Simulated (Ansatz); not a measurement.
# SiB6: from a guess to a relaxed structure

Aim: relax a trial structure of SiB6 and see where it ends.

Method: DFT PBE, scalar-relativistic, plane waves, PAW, in Ansatz 0.2.0.

### 1 The system as given

It takes space group Amm2 (No. 38, orthorhombic). The conventional cell has a = 5.507 Å, b = 6.766 Å, c = 3.338 Å, α = 90.00°, β = 90.00°, γ = 90.00°. Si (site symmetry mm2) has 2 B at 1.56 Å as nearest neighbours. Around B (site symmetry m) lie 2 B at 1.66 Å and 1 Si at 1.85 Å. Around B (site symmetry m) lie 1 Si at 1.56 Å and 2 B at 1.77 Å. B (site symmetry m) is surrounded by 2 B at 1.66 Å.

Structure file:

```
Si B
1.0
     5.50696    0.00000    0.00000
     0.00000    3.38314    1.66891
     0.00000   -3.38314    1.66891
Si B
1 6
Cartesian
  2.7535 0.0000 0.9807
  4.3285 0.0000 1.9440
  1.1785 0.0000 1.9440
  2.7535 1.3907 1.6834
  2.7535 -1.3907 1.6834
  0.0000 -1.1466 1.7155
  0.0000 1.1466 1.7155
```

A structure generator made this guess: random cell by space group and Wyckoff sites (Amm2, No. 38). The dimensions are guesses.

### 2 The guess as it stands, on a coarse mesh

File input.yaml:

```yaml
crystal:
  lattice:
    - [5.50696491, 0.0, 0.0]
    - [0.0, 3.3831396, 1.66891053]
    - [0.0, -3.3831396, 1.66891053]
  atoms:
    - { symbol: Si, position: [0.5, 0.2938227, 0.2938227] }
    - { symbol: B, position: [0.78599713, 0.58240844, 0.58240844] }
    - { symbol: B, position: [0.21400287, 0.58240844, 0.58240844] }
    - { symbol: B, position: [0.5, 0.70986603, 0.29880466] }
    - { symbol: B, position: [0.5, 0.29880466, 0.70986603] }
    - { symbol: B, position: [0.0, 0.34449225, 0.6834073] }
    - { symbol: B, position: [0.0, 0.6834073, 0.34449225] }
basis:
  ecutwfc: 420
kpoints:
  mp_grid: { grid: [4, 6, 6] }
hamiltonian:
  xc: pbe
scf:
  occupations: { method: gaussian, width: 0.1 }
  lower_state_search: "off"
output:
  forces: true
  stress: true
  eigenvalues: true
```

On the command line:

```bash
$ ansatz run input.yaml --threads 1 --pin off --max-ram 2560MiB --backend cpu --events-out ev --progress --plain --runs-dir out
```

The log of the run, shortened:

```text
Warning: RAYON_NUM_THREADS=1 ignored (pool sized by the plan → 1); use --threads N
[...]
Pseudopotentials: kind: paw
Pseudopotential: Si, paw, valence charge 4, recommended cutoff 420 eV (normal), Si.paw.azcp
Pseudopotential: B, paw, valence charge 3, recommended cutoff 420 eV (normal), B.paw.azcp
Functional definition: PBE
[...]
Crystal: 7 atoms, lattice volume = 62.186 Å³
Basis set: ecut = 420 eV, 1233 PW (Γ), exchange–correlation on 80×54×54 points (8 copies of the dense FFT grid, shifted against one another)
Bands: 18, of which v1, the nominal top of the filled ones, is band 11 counted from 1 (10 counted from 0)
Symmetry: 4 space group operations
Space group: Amm2 (ITA 38), of the structure as read, at distance tolerance 4.0e-5 Å
k-points: 39 of 144 (time reversal used)
[...]
SCF iter   1: F=—  HF=-1558.403900 eV  |F-HF|=—  |Δ(HF+E_count)|=         —  Δρ=7.72e-3  dr2=2.81e-2  ethr=1.77e-3  ⟨swp⟩=5.9  Hψ=4300  notcnv=0  defer=2
[...]
SCF iter   7: F=-1558.401680 eV  HF=-1558.401680 eV  |F-HF|=1.88e-9  |Δ(HF+E_count)|=   3.50e-8  Δρ=3.26e-6  dr2=1.09e-8  ethr=4.55e-10  ⟨swp⟩=8.5  Hψ=3090  notcnv=0
[...]
SCF converged after 7 iterations
Free energy (F): -1558.401680 eV
[...]
E sigma→0 (E₀):  -1558.391692 eV
Entropy (-TS):   -0.019976 eV (-2.854 meV/atom)
Fermi energy:    8.400744 eV
[...]
--- Forces (eV/Å), atoms counted from 1 ---
  atom   1  Si     0.00000000    -0.00000000   -15.82658321
  atom   2  B     -1.63101438     0.00000000     1.01126005
  atom   3  B      1.63101438     0.00000000     1.01126005
  atom   4  B     -0.00000000    10.67158490     6.55921300
  atom   5  B      0.00000000   -10.67158490     6.55921300
  atom   6  B      0.00000000    -1.35285876     0.34280950
  atom   7  B     -0.00000000     1.35285876     0.34280950
[...]
--- Stress (GPa, compression-positive) ---
       36.410677       0.000000       0.000000
        0.000000      70.684879      -0.000000
        0.000000      -0.000000       8.509398
  P = ⅓ Tr σ = 38.5350 GPa (385.350 kbar)
--- Band table (eV; the first three rows and the last of 39) ---
  k-point 0: bands = ["-6.9912", "-2.7964", "-1.3327", "1.0062", "3.5018", "4.2521", "5.5484", "6.4694", "6.9066", "7.1502", "7.9692", "8.9659", "9.3615", "10.4714", "10.9452", "11.9693", "12.2194", "14.2606"]
[...]
```

Wall time 4.7 s (1 thread of Arm Neoverse V1, shared host); peak memory 0.33 GiB.

From the probe: pressure 38.5 GPa, largest force 15.83 eV/Å, gap on this mesh none (metal). A guess like this is first relaxed loosely on the coarse mesh.

### 3 Coarse relaxation

Edit input.yaml of step 2 so:

```diff
@@ -26 +26,6 @@
   eigenvalues: true
+relax:
+  adjacent_minimum: "off"
+  f_tol: 0.04
+  max_steps: 70
+  cell: { stress_tol: 0.4 }
```

On the command line:

```bash
$ ansatz run input.yaml --threads 1 --pin off --max-ram 2560MiB --backend cpu --events-out ev --progress --plain --runs-dir out
```

The log of the run:

```text
Warning: RAYON_NUM_THREADS=1 ignored (pool sized by the plan → 1); use --threads N
Engine: ansatz 0.2.0, aarch64-unknown-linux-gnu
[... 4 set-up lines as earlier in the session ...]
  parameter kappa = 0.804
  parameter beta = 0.06672455060314922
  exchange = pbe_x(kappa = kappa, mu = beta*pi^2/3)
  correlation = pbe_c(beta = beta)
Crystal: 7 atoms, lattice volume = 62.186 Å³
Basis set: ecut = 420 eV, 1233 PW (Γ), exchange–correlation on 80×54×54 points (8 copies of the dense FFT grid, shifted against one another)
Bands: 18, of which v1, the nominal top of the filled ones, is band 11 counted from 1 (10 counted from 0)
[... 2 set-up lines as earlier in the session ...]
k-points: 39 of 144 (time reversal used)
Non-local potential: Si, projectors of the file, l = 0: 2, l = 1: 2, l = 2: 2
Non-local potential: B, projectors of the file, l = 0: 2, l = 1: 2, l = 2: 1
PAW form: soft (Blöchl's): semilocal exchange-correlation on the pseudo side does not see the compensation charge
PAW one-centre angular grid: Si, 110 points (default); XC on 64 Gauss nodes
PAW one-centre angular grid: B, 110 points (default); XC on 64 Gauss nodes
Initial density: superposition of atomic densities (neutral atoms: chi_scale 0, normalization atom), corrected by the library's trained network
Initial wavefunctions: pseudopotential atomic-orbital guess
Functional: x = pbe(κ = 0.804, μ = 0.2195149727645171), c = pbe(β = 0.06672455060314922)
SCF iter   1: F=—  HF=-1558.403900 eV  |F-HF|=—  |Δ(HF+E_count)|=         —  Δρ=7.72e-3  dr2=2.81e-2  ethr=1.77e-3  ⟨swp⟩=5.9  Hψ=4300  notcnv=0  defer=2
preconditioner: auto → Kerker (q_TF=auto, 2.294 Å⁻¹)  [metal: Δε(μ)=0.008 eV  Ē_g=9.735 eV  σ=0.100 eV  W_gap=0.04  n_scr=14 (ndim 8)  ℏωp=22.1 eV  f_vac=0.000  D(μ)=3.98/eV (n_scr^D=38)]
SCF iter   2: F=—  HF=-1558.403060 eV  |F-HF|=—  |Δ(HF+E_count)|=   8.40e-4  Δρ=4.68e-3  dr2=1.04e-2  ethr=1.28e-4  ⟨swp⟩=1.0  Hψ=1014  notcnv=0  defer=2
SCF iter   3: F=—  HF=-1558.401758 eV  |F-HF|=—  |Δ(HF+E_count)|=   1.30e-3  Δρ=7.06e-4  dr2=7.58e-4  ethr=4.73e-5  ⟨swp⟩=2.0  Hψ=1079  notcnv=0  defer=2
SCF iter   4: F=—  HF=-1558.401711 eV  |F-HF|=—  |Δ(HF+E_count)|=   4.74e-5  Δρ=3.98e-4  dr2=2.61e-4  ethr=3.44e-6  ⟨swp⟩=1.0  Hψ=648  notcnv=0  defer=2
SCF iter   5: F=—  HF=-1558.401696 eV  |F-HF|=—  |Δ(HF+E_count)|=   1.42e-5  Δρ=7.64e-5  dr2=4.46e-6  ethr=1.19e-6  ⟨swp⟩=2.0  Hψ=914  notcnv=0  defer=2
SCF iter   6: F=—  HF=-1558.401680 eV  |F-HF|=—  |Δ(HF+E_count)|=   1.66e-5  Δρ=1.31e-5  dr2=1.60e-7  ethr=2.03e-8  ⟨swp⟩=2.1  Hψ=992  notcnv=0  defer=2
SCF iter   7: F=-1558.401680 eV  HF=-1558.401680 eV  |F-HF|=1.91e-9  |Δ(HF+E_count)|=   3.50e-8  Δρ=3.26e-6  dr2=1.10e-8  ethr=4.55e-10  ⟨swp⟩=8.5  Hψ=3094  notcnv=0
SCF 1 converged in 7 iterations: F = -1558.401680 eV  dr2 = 1.10e-8
relax step   1: F+E_penalty+E_count = -1558.40167983 eV  Δ(F+E_penalty+E_count) = +0.000e0 eV  max|allowed force component| = 1.583e1 eV/Å  Δτ_max = 0.0000 Å  P = +38.535 GPa  Ω = 62.186 Å³  (7 SCF iters, dr2 threshold 1.00e-7 eV, accepted)
Crystal: 7 atoms, lattice volume = 63.459 Å³
Basis set: ecut = 420 eV, 1249 PW (Γ), exchange–correlation on 80×54×54 points (8 copies of the dense FFT grid, shifted against one another)
Initial density: handed on by an earlier stage of this run
Initial wavefunctions: those handed on with the density
iter 1 solved again at ethr=2.92e-3 eV; its pass at ethr=3.10e-3 eV (dr2=6.42e-1 eV) is discarded
SCF iter   1: F=—  HF=-1561.841031 eV  |F-HF|=—  |Δ(HF+E_count)|=         —  Δρ=2.88e-2  dr2=6.47e-1  ethr=2.92e-3  ⟨swp⟩=1.1  Hψ=5250  notcnv=0
preconditioner: auto → Kerker (q_TF=auto, 2.287 Å⁻¹)  [metal: Δε(μ)=0.054 eV  Ē_g=9.686 eV  σ=0.100 eV  W_gap=0.28  n_scr=14 (ndim 8)  ℏωp=21.9 eV  f_vac=0.000  D(μ)=2.03/eV (n_scr^D=14)]
SCF iter   2: F=—  HF=-1561.705911 eV  |F-HF|=—  |Δ(HF+E_count)|=   1.35e-1  Δρ=1.52e-2  dr2=1.55e-1  ethr=2.92e-3  ⟨swp⟩=1.0  Hψ=703  notcnv=0
SCF iter   3: F=—  HF=-1561.658375 eV  |F-HF|=—  |Δ(HF+E_count)|=   4.75e-2  Δρ=1.48e-3  dr2=1.21e-3  ethr=7.03e-4  ⟨swp⟩=2.9  Hψ=1426  notcnv=0  defer=18
SCF iter   4: F=—  HF=-1561.658295 eV  |F-HF|=—  |Δ(HF+E_count)|=   8.05e-5  Δρ=4.46e-4  dr2=1.15e-4  ethr=5.51e-6  ⟨swp⟩=2.0  Hψ=1151  notcnv=0  defer=19
SCF iter   5: F=—  HF=-1561.658296 eV  |F-HF|=—  |Δ(HF+E_count)|=   6.99e-7  Δρ=6.82e-5  dr2=3.32e-6  ethr=5.21e-7  ⟨swp⟩=2.1  Hψ=1054  notcnv=0  defer=19
SCF iter   6: F=-1561.658297 eV  HF=-1561.658297 eV  |F-HF|=1.36e-8  |Δ(HF+E_count)|=   1.39e-6  Δρ=1.30e-5  dr2=1.26e-7  ethr=3.18e-9  ⟨swp⟩=8.3  Hψ=3681  notcnv=0
SCF 2 converged in 6 iterations: F = -1561.658297 eV  dr2 = 1.26e-7
relax step   2: F+E_penalty+E_count = -1561.65829696 eV  Δ(F+E_penalty+E_count) = -3.257e0 eV  max|allowed force component| = 1.078e1 eV/Å  Δτ_max = 0.1728 Å  P = +18.758 GPa  Ω = 63.459 Å³  energy of the carried Pulay correction = -1.923e-3 eV  (6 SCF iters, dr2 threshold 7.00e-7 eV, accepted)
Crystal: 7 atoms, lattice volume = 63.788 Å³
Basis set: ecut = 420 eV, 1253 PW (Γ), exchange–correlation on 80×54×54 points (8 copies of the dense FFT grid, shifted against one another)
iter 1 solved again at ethr=2.77e-3 eV; its pass at ethr=3.10e-3 eV (dr2=6.09e-1 eV) is discarded
SCF iter   1: F=—  HF=-1563.846743 eV  |F-HF|=—  |Δ(HF+E_count)|=         —  Δρ=2.38e-2  dr2=6.14e-1  ethr=2.77e-3  ⟨swp⟩=1.1  Hψ=5109  notcnv=0
preconditioner: auto → Kerker (q_TF=auto, 2.285 Å⁻¹)  [metal: Δε(μ)=0.038 eV  Ē_g=9.830 eV  σ=0.100 eV  W_gap=0.21  n_scr=14 (ndim 8)  ℏωp=21.8 eV  f_vac=0.000  D(μ)=3.13/eV (n_scr^D=26)]
SCF iter   2: F=—  HF=-1563.729295 eV  |F-HF|=—  |Δ(HF+E_count)|=   1.17e-1  Δρ=1.21e-2  dr2=1.34e-1  ethr=2.77e-3  ⟨swp⟩=1.3  Hψ=716  notcnv=0
SCF iter   3: F=—  HF=-1563.689682 eV  |F-HF|=—  |Δ(HF+E_count)|=   3.96e-2  Δρ=1.30e-3  dr2=1.58e-3  ethr=6.11e-4  ⟨swp⟩=2.7  Hψ=1328  notcnv=0  defer=19
SCF iter   4: F=—  HF=-1563.689392 eV  |F-HF|=—  |Δ(HF+E_count)|=   2.90e-4  Δρ=3.78e-4  dr2=8.15e-5  ethr=7.16e-6  ⟨swp⟩=1.9  Hψ=1115  notcnv=0  defer=20
SCF iter   5: F=—  HF=-1563.689401 eV  |F-HF|=—  |Δ(HF+E_count)|=   8.54e-6  Δρ=6.26e-5  dr2=3.64e-6  ethr=3.70e-7  ⟨swp⟩=2.2  Hψ=1051  notcnv=0  defer=20
SCF iter   6: F=-1563.689402 eV  HF=-1563.689402 eV  |F-HF|=6.86e-8  |Δ(HF+E_count)|=   1.00e-6  Δρ=2.11e-5  dr2=5.21e-7  ethr=3.18e-9  ⟨swp⟩=8.5  Hψ=3605  notcnv=0
SCF 3 converged in 6 iterations: F = -1563.689402 eV  dr2 = 5.21e-7
relax step   3: F+E_penalty+E_count = -1563.68940179 eV  Δ(F+E_penalty+E_count) = -2.031e0 eV  max|allowed force component| = 6.789e0 eV/Å  Δτ_max = 0.1955 Å  P = +4.910 GPa  Ω = 63.788 Å³  energy of the carried Pulay correction = -2.415e-3 eV  (6 SCF iters, dr2 threshold 7.00e-7 eV, accepted)
[... from here on, the SCF cycles and remarks between the steps are left out ...]
relax step   4: F+E_penalty+E_count = -1565.23423248 eV  Δ(F+E_penalty+E_count) = -1.545e0 eV  max|allowed force component| = 3.974e0 eV/Å  Δτ_max = 0.2000 Å  P = +1.014 GPa  Ω = 61.390 Å³  energy of the carried Pulay correction = +1.225e-3 eV  (6 SCF iters, dr2 threshold 7.00e-7 eV, accepted)
relax step   5: F+E_penalty+E_count = -1566.19621043 eV  Δ(F+E_penalty+E_count) = -9.620e-1 eV  max|allowed force component| = 1.199e0 eV/Å  Δτ_max = 0.2000 Å  P = -1.089 GPa  Ω = 60.251 Å³  energy of the carried Pulay correction = +3.003e-3 eV  (6 SCF iters, dr2 threshold 7.00e-7 eV, accepted)
relax step   6: F+E_penalty+E_count = -1566.10532617 eV  Δ(F+E_penalty+E_count) = +9.088e-2 eV  max|allowed force component| = 4.338e-1 eV/Å  Δτ_max = 0.0572 Å  P = -2.620 GPa  Ω = 60.701 Å³  energy of the carried Pulay correction = +2.295e-3 eV  (6 SCF iters, dr2 threshold 7.00e-7 eV, rejected (line search))
relax step   7: F+E_penalty+E_count = -1566.31461921 eV  Δ(F+E_penalty+E_count) = -1.184e-1 eV  max|allowed force component| = 1.563e-1 eV/Å  Δτ_max = 0.0429 Å  P = +0.556 GPa  Ω = 59.733 Å³  energy of the carried Pulay correction = +3.821e-3 eV  (7 SCF iters, accepted)
relax step   8: F+E_penalty+E_count = -1566.32488420 eV  Δ(F+E_penalty+E_count) = -1.026e-2 eV  max|allowed force component| = 1.062e-1 eV/Å  Δτ_max = 0.0105 Å  P = +0.742 GPa  Ω = 59.833 Å³  energy of the carried Pulay correction = +3.664e-3 eV  (5 SCF iters, dr2 threshold 7.00e-7 eV, accepted)
relax step   9: F+E_penalty+E_count = -1566.27253723 eV  Δ(F+E_penalty+E_count) = +5.235e-2 eV  max|allowed force component| = 5.163e-1 eV/Å  Δτ_max = 0.0303 Å  P = +0.314 GPa  Ω = 60.445 Å³  energy of the carried Pulay correction = +2.696e-3 eV  (6 SCF iters, dr2 threshold 7.00e-7 eV, rejected (line search))
relax step  10: F+E_penalty+E_count = -1566.33215039 eV  Δ(F+E_penalty+E_count) = -7.266e-3 eV  max|allowed force component| = 9.693e-2 eV/Å  Δτ_max = 0.0053 Å  P = -0.470 GPa  Ω = 60.293 Å³  energy of the carried Pulay correction = +2.936e-3 eV  (7 SCF iters, accepted)
relax step  11: F+E_penalty+E_count = -1566.33341556 eV  Δ(F+E_penalty+E_count) = -1.265e-3 eV  max|allowed force component| = 4.866e-2 eV/Å  Δτ_max = 0.0029 Å  P = +0.069 GPa  Ω = 60.105 Å³  energy of the carried Pulay correction = +3.233e-3 eV  (4 SCF iters, dr2 threshold 7.00e-7 eV, accepted)
relax step  12: F+E_penalty+E_count = -1566.33351802 eV  Δ(F+E_penalty+E_count) = -1.025e-4 eV  max|allowed force component| = 1.862e-2 eV/Å  Δτ_max = 0.0015 Å  P = +0.016 GPa  Ω = 60.109 Å³  energy of the carried Pulay correction = +3.226e-3 eV  (3 SCF iters, dr2 threshold 1.48e-7 eV, accepted)
Basis set: ecut = 420 eV, 1205 PW (Γ), exchange–correlation on 80×50×50 points (8 copies of the dense FFT grid, shifted against one another)
Initial wavefunctions: pseudopotential atomic-orbital guess (no wavefunctions were taken with the density)
iter 1 solved again at ethr=1.86e-6 eV; its pass at ethr=3.10e-3 eV (dr2=4.10e-4 eV) is discarded
SCF iter   1: F=—  HF=-1566.332753 eV  |F-HF|=—  |Δ(HF+E_count)|=         —  Δρ=1.69e-4  dr2=1.87e-6  ethr=1.86e-6  ⟨swp⟩=2.7  Hψ=5586  notcnv=0
eigensolver tolerance schedule: the retry pair's looser diagonalisation over-reported the residual by 218.04 of it (diagonalisation noise at 0.15 of the residual, at the tolerance the schedule requests for it); recorded, not acted on — ethr = c·dr2/N_el stays at c = 1.0e-1
preconditioner: auto → Kerker (q_TF=auto, 2.307 Å⁻¹)  [metal: Δε(μ)=0.073 eV  Ē_g=10.740 eV  σ=0.100 eV  W_gap=0.39  n_scr=14 (ndim 8)  ℏωp=22.5 eV  f_vac=0.000  D(μ)=1.31/eV (n_scr^D=4)]
SCF iter   2: F=—  HF=-1566.332763 eV  |F-HF|=—  |Δ(HF+E_count)|=   9.89e-6  Δρ=9.13e-5  dr2=5.48e-7  ethr=8.51e-9  ⟨swp⟩=2.4  Hψ=1116  notcnv=0
SCF iter   3: F=-1566.332767 eV  HF=-1566.332767 eV  |F-HF|=1.07e-9  |Δ(HF+E_count)|=   3.92e-6  Δρ=2.87e-6  dr2=2.99e-9  ethr=2.04e-11  ⟨swp⟩=5.1  Hψ=3518  notcnv=0
SCF 13 converged in 3 iterations: F = -1566.332767 eV  dr2 = 2.99e-9
relax step  13: F+E_penalty+E_count = -1566.33276707 eV  Δ(F+E_penalty+E_count) = +7.510e-4 eV  max|allowed force component| = 1.857e-2 eV/Å  Δτ_max = 0.0000 Å  P = -0.019 GPa  Ω = 60.109 Å³  stress off target by 1.57e-1 GPa  SCF on the basis re-selected at this cell (its energy is not comparable with the rows above)  (3 SCF iters)
basis re-selected at this cell: Δ(F+E_penalty+E_count) = +7.510e-4 eV, ΔP = -0.035 GPa vs the last step (what re-selecting the basis moved, of the pressure what is left beyond the Pulay correction that the steps carried, after the strain that the cell walked since its last selection, with what the two solves' SCF thresholds leave and, on support functions, any second-order correction that the steps lacked; it is no measure of the basis error at this ecutwfc). The dense FFT grid was sized anew with the basis: this SCF ran on 40×25×25 points, the steps before it on 40×27×27, so part of this shift can come from that change (see relax.cell in the input reference). This SCF's stress stands 1.57e-1 GPa from its target on what of the cell is left free (relax.cell.stress_tol is 4.00e-1 GPa) and its largest allowed force component is 1.86e-2 eV/Å (relax.f_tol is 4.00e-2 eV/Å): within both
SCF converged after 3 iterations
Free energy (F): -1566.332767 eV
Harris-Foulkes:  -1566.332767 eV  (|F-HF|=1.07e-9)
Internal energy: -1566.326197 eV  (E = F + TS)
E sigma→0 (E₀):  -1566.329482 eV
Entropy (-TS):   -0.006570 eV (-0.939 meV/atom)
Fermi energy:    8.855474 eV
--- Per-component energies (eV) ---
  E_band       = 57.880245
  E_kinetic    = 333.937265
  E_local      = -200.371507  (includes V_loc(G=0)·N_el)
  E_nonlocal   = 94.780981
  E_hartree    = 61.924028
  E_xc         = -248.081781
  E_vxc        = -275.909281  (∫ρ·V_xc dr)
  E_paw        = -984.261548  (= ΣΔE_a)
  E_vpaw       = -18.405079  (= ΣTr[D̂ρ^β])
  E_aug_tail   = -0.000011  (compensation charges beyond the density's cutoff)
  E_ewald      = -624.253624
  E_smearing   = -0.006570  (= −TS)
  E_closure    = 0.000000  (closes the sum)
  Σ components = -1566.332767   (vs F -1566.332767, Δ=0.00e0)
--- Forces (eV/Å), atoms counted from 1 ---
  atom   1  Si    -0.00000000    -0.00000000    -0.01857404
  atom   2  B      0.00816400     0.00000000    -0.00139358
  atom   3  B     -0.00816400     0.00000000    -0.00139358
  atom   4  B     -0.00000000     0.01291759     0.01186425
  atom   5  B      0.00000000    -0.01291759     0.01186425
  atom   6  B      0.00000000    -0.00499562    -0.00118666
  atom   7  B     -0.00000000     0.00499562    -0.00118666
  max |Σ_I F_I| component: 6.04e-6 eV/Å
--- Stress (GPa, compression-positive) ---
        0.157352       0.000000      -0.000000
        0.000000      -0.156370      -0.000000
       -0.000000      -0.000000      -0.058664
  P = ⅓ Tr σ = -0.0192 GPa (-0.192 kbar)
--- Band table (eV; the first three rows and the last of 39) ---
  k-point 0: bands = ["-7.4335", "-2.2206", "-1.1324", "3.0461", "3.2217", "5.2402", "5.9213", "6.0291", "6.1910", "7.1763", "8.8221", "10.9242", "11.1309", "11.6939", "12.5433", "12.8563", "13.0262", "13.9386"]
  k-point 1: bands = ["-7.0246", "-1.9050", "-0.7363", "1.5013", "2.8037", "4.2971", "5.6708", "6.2325", "6.3802", "6.7823", "9.1694", "9.1871", "10.3131", "12.5534", "13.3146", "13.5965", "14.0372", "15.2062"]
  k-point 2: bands = ["-5.8273", "-1.1617", "-0.8768", "0.3805", "1.2655", "3.4060", "4.5199", "5.4030", "6.7208", "7.0893", "7.2632", "8.7218", "10.2608", "13.2563", "13.9844", "14.2565", "14.8217", "16.6639"]
  k-point 38: bands = ["-5.5543", "-3.3943", "-1.7034", "0.4598", "2.6989", "3.5648", "4.4298", "5.8514", "6.7506", "7.6286", "8.4442", "12.6313", "12.8280", "12.8324", "12.8588", "14.6037", "15.3258", "15.8976"]
--- Relaxed structure (12 steps of the walk, 10 accepted, 1 SCFs on fresh bases) ---
  F+E_penalty+E_count = -1566.33276707 eV   max|allowed force component| = 1.857e-2 eV/Å   (the final SCF, on the basis selected at the relaxed cell)
  cell:  # Å, volume = 60.1092 Å³
    - [5.708422334079222, 5.4655639721699705e-18, 4.266584424658422e-18]
    - [4.6507130520335866e-18, 3.322652556537294, 1.5845651950689081]
    - [-2.064697782346154e-18, -3.322652556537294, 1.5845651950689081]
  atoms:
    - { symbol: Si, position: [0.5, 0.07078302833991486, 0.07078302833991486] }
    - { symbol: B, position: [0.7398071967689385, 0.5708889293489274, 0.5708889293489274] }
    - { symbol: B, position: [0.2601928032310616, 0.5708889293489274, 0.5708889293489274] }
    - { symbol: B, position: [0.5, 0.7536664087681372, 0.3870831953273687] }
    - { symbol: B, position: [0.5, 0.3870831953273687, 0.7536664087681372] }
    - { symbol: B, position: [-3.7631687954193896e-18, 0.42312717425219115, 0.7187721546145327] }
    - { symbol: B, position: [-8.119226463457351e-19, 0.7187721546145327, 0.42312717425219115] }
```

Run time: 78 s. Hardware: 1 thread of Arm Neoverse V1, shared host; peak memory 0.35 GiB.

The steps of the relaxation:

```csv
step,E - E(step 1) (eV/cell),largest force component (eV/Å),pressure (GPa),volume (Å³)
1,0.0000,15.8266,38.53,62.19
2,-3.2566,10.7818,18.76,63.46
3,-5.2877,6.7894,4.91,63.79
4,-6.8326,3.9737,1.01,61.39
5,-7.7945,1.1994,-1.09,60.25
6,-7.7036,0.4338,-2.62,60.70
7,-7.9129,0.1563,0.56,59.73
8,-7.9232,0.1062,0.74,59.83
9,-7.8709,0.5163,0.31,60.45
10,-7.9305,0.0969,-0.47,60.29
11,-7.9317,0.0487,0.07,60.10
12,-7.9318,0.0186,0.02,60.11
13,-7.9311,0.0186,-0.02,60.11
```

Step 1 is the start. Step 13 repeats the geometry before it on a plane-wave basis chosen anew for that cell, so its energy need not be comparable with the rows above. Steps 6, 9 were tried and not accepted.

Lengths and angles in the start's conventional setting:

|  | before | after | change |
| --- | --- | --- | --- |
| a (Å) | 5.507 | 5.708 | +3.7 % |
| b (Å) | 6.766 | 6.645 | -1.8 % |
| c (Å) | 3.338 | 3.169 | -5.1 % |
| volume (Å³/atom) | 8.88 | 8.59 | -3.3 % |
| shortest distance (Å) | 1.558 | 1.781 | +14.3 % |
| space group (0.01 Å) | Amm2 | Cmmm | changed |

Forces and stress were held to the start's 4 operations: a distortion of lower symmetry was not tested.

[end of part 1 of 2]
